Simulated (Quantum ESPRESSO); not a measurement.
## GeW in Quantum ESPRESSO: the effect of target pressure

Crystal: GeW.

```
CELL_PARAMETERS angstrom
0.00000 2.57761 2.57761
2.57761 0.00000 2.57761
2.57761 2.57761 0.00000
ATOMIC_POSITIONS crystal
Ge 0.50000 0.50000 0.50000
W 0.00000 0.00000 0.00000
```

The cell was built by a generator and needn't be a form met in nature.

Alike in all runs:

```yaml
Program: Quantum ESPRESSO 7.5
Task: phonons
Functional: PBEsol
Potentials_or_basis: PseudoDojo 0.4.1 SR PBEsol standard
Cutoff: 1061 eV
Density_cutoff: 4245 eV
k_mesh: 8 × 8 × 8
Occupations: cold, width 0.2 eV
Spin: no spin polarisation
```

Each run relaxes the cell or the atoms first.

```tsv
target pressure	relaxed volume (Å³/atom)	highest phonon frequency (cm⁻¹)
0 GPa	16.60	230
2 GPa	?	?
5 GPa	16.19	243
10 GPa	15.83	254
```

Problem. What does the run with target pressure 2 GPa give?

Solution. Relaxed volume 16.43 Å³/atom; highest phonon frequency 235 cm⁻¹.

Worked out: A straight line through the other rows of the relaxed volume, of slope -0.077 Å³/atom per GPa, gives 16.44 Å³/atom, against the run's 16.43. A straight line through the other rows of the highest phonon frequency, of slope 2.4 cm⁻¹ per GPa, gives 235 cm⁻¹, against the run's 235.

Caveats: the mesh is thin for the phonons of a metal; the cell is more than 3 GPa from zero pressure, which shifts response properties (some runs).
